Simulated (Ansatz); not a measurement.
I need a point defect in a supercell of BaZrO3, space group Pm-3m. Use the Python package of Ansatz (0.2.0). Use (first run): PBE, PAW, cutoff 517 eV, 1×1×2 k-points, Gaussian smearing of 0.05 eV.

```
Ba Zr O
1.0
     4.19134    0.00000    0.00000
     0.00000    4.19134    0.00000
     0.00000    0.00000    4.19134
Ba Zr O
1 1 3
Direct
  0.00000 0.00000 0.00000
  0.50000 0.50000 0.50000
  0.00000 0.50000 0.50000
  0.50000 0.00000 0.50000
  0.50000 0.50000 0.00000
```

Script `defect.py`:
```python
"""Point defect (substitution) in BaZrO3."""

import logging
import sys
import warnings

import ansatz as az
import numpy as np

logging.basicConfig(stream=sys.stdout, format="%(levelname)s %(message)s")
logger = logging.getLogger("run")
logger.setLevel(logging.INFO)

warnings.simplefilter("ignore", az.DeckWarning)

vectors = np.array([
    [4.19134, 0.0, 0.0],
    [0.0, 4.19134, 0.0],
    [0.0, 0.0, 4.19134],
])
cell = (
    az.Lattice.of(vectors)
    .atom("Ba", (0.0, 0.0, 0.0))
    .atom("Zr", (0.5, 0.5, 0.5))
    .atom("O", (0.0, 0.5, 0.5))
    .atom("O", (0.5, 0.0, 0.5))
    .atom("O", (0.5, 0.5, 0.0))
)
host = cell.supercell(2, 2, 1)
defective = host.substitution("F", at=(0.0, 0.5, 0.5), replaces="O")

def prepare(structure):
    return (
        structure.calculation()
        .kpoints(1, 1, 2)
        .basis(38 * az.Ry)
        .occupations("gaussian", width=0.05)
        .band_table()
    )


# the dielectric constant is a typed guess; take it from a response run in earnest
perfect = prepare(host).run(threads=1).report
base = prepare(defective)
base = base.charge(1).charged_corrections(epsilon=5.0)
base = base.forces()
done = base.run(threads=1)
summary = done.report

n_host, n_defect = len(perfect["lattice"]["sites"]), len(summary["lattice"]["sites"])
logger.info(f"perfect cell: {n_host} atoms, F = {perfect['free_energy_ev']:.4f} eV")
logger.info(f"defect cell:  {n_defect} atoms, F = {summary['free_energy_ev']:.4f} eV")
# chemical potentials are still to be added to this difference
logger.info(f"difference {summary['free_energy_ev'] - perfect['free_energy_ev']:.4f} eV (no chemical potentials)")
logger.info(f"point-charge correction {done.charged_corrections().monopole_ev:.3f} eV at charge {1:+d}")


for label, run in (("perfect", perfect), ("defect", summary)):
    levels, filled = np.array(run["eigenvalues_ev"][0]), np.array(run["occupations"][0])
    top = int(np.argmin(np.abs(levels - run["fermi_energy_ev"])))
    window = slice(max(top - 3, 0), top + 4)
    print(label, "levels near E_F at the first k-point:", ", ".join(f"{e - run['fermi_energy_ev']:.2f} ({f:.2f})" for e, f in zip(levels[window], filled[window])))
```

```console
$ python defect.py
INFO perfect cell: 20 atoms, F = -47376.1909 eV
INFO defect cell:  20 atoms, F = -47628.9677 eV
INFO difference -252.7768 eV (no chemical potentials)
INFO point-charge correction 0.504 eV at charge +1
perfect levels near E_F at the first k-point: -1.72 (2.00), -1.72 (2.00), -1.57 (2.00), 1.52 (0.00), 1.52 (0.00), 1.52 (0.00), 1.87 (0.00)
defect levels near E_F at the first k-point: -1.58 (2.00), -1.49 (2.00), -1.45 (2.00), 1.15 (0.00), 1.42 (0.00), 1.51 (0.00), 1.85 (0.00)
```

Caveats:
- Total energies depend on the potentials; only differences at equal settings carry meaning. A total without «per atom» is that of the whole cell that was run.
- Spin is left out of this run.
- The computed bands are complete only to about 4.0 eV above the Fermi level.
- Energy and stress may still move on a finer k-point mesh.
- The atoms stand at ideal sites; relaxing them can change energy and levels by an eV or more.
- The difference holds no chemical potentials.
- In a crystal with a gap the Fermi level's place inside it depends on smearing and mesh.
- Each cell's levels count from its own Fermi level and aren't aligned; one k-point can hide that the defect cell is metallic.
- No functional is typed, so the default, PBE, holds.
- The structure is a deposited one; some such entries were measured under pressure or heat, so a shift against it needn't be the functional's error alone.
- Gaps and levels are Kohn-Sham values on a finite set of k-points, without spin-orbit coupling.
- The supercell is small, so the defect meets its images and the energies aren't those of an isolated defect; a partly filled defect level may also lower its energy by spin or distortion. For a charged cell the difference holds no correction, alignment or term for the electrons' reservoir.
- Hardware and time: 21 s on 1 thread of Arm Neoverse N1 (shared host), peak memory 0.72 GiB.
